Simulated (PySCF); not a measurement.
**LiBr: from the state search to spectroscopic constants**

An exercise on one series of results from a longer session: the logs are not shown, and one member is left open.

The runs use PySCF 2.14.0; Li aug-pcseg-1, Br aug-pcseg-1, no relativity.

The first run:

Settings of the job:

```
atoms                         : Li, Br
charge                        : 0
basis                         : Li aug-pcseg-1, Br aug-pcseg-1
Hamiltonian                   : no relativity
basis functions               : 49
electrons treated             : 38
masses in u                   : 7.0160, 78.9183
levels                        : PBE0, PBE, r²SCAN, B97-3, TPSSh, B2PLYP, HF, MP2, SCS-MP2, CCSD, CCSD(T)
grid                          : 80 radial by 434 angular points
occupations                   : held fixed by the projection of orbital angular momentum
dissociation limit            : Li + Br, each in its ground configuration
starting distance in angstrom : 2.400
values of 2S to try           : 0, 2
```

On the command line:

```sh
> OMP_NUM_THREADS=1 python dia.py task.json out
```

Among the steps run: Set-up; The PBE0 curve of the state that the search chose; Higher solutions at PBE0; PBE; r²SCAN (meta-GGA); B97-3; TPSSh; B2PLYP (double hybrid); RHF (mean field); Correlated methods on the Hartree–Fock reference.

One of the session's tables, all rows but one given; the rest of the session is left out.

It belongs to the step «Constants by level of theory». Differences from the measured constants:

```
      level  Re (mÅ)  ωe (%)
        RHF      +55    -3.4
    RHF-MP2      +56    -5.3
RHF-SCS-MP2      +55    -5.4
   RHF-CCSD      +56    -5.3
RHF-CCSD(T)      +58    -5.6
        PBE      +34    -3.6
     r²SCAN      +42    -3.9
      TPSSh      +36    -3.2
       PBE0      +29    -2.2
      B97-3      +31    -2.5
     B2PLYP        ?       ?
```

Q: Estimate the row for B2PLYP from the others.

The run gave: Re (mÅ): +35; ωe (%): -3.1. In the column «Re (mÅ)» it lies between PBE (+34) and TPSSh (+36).
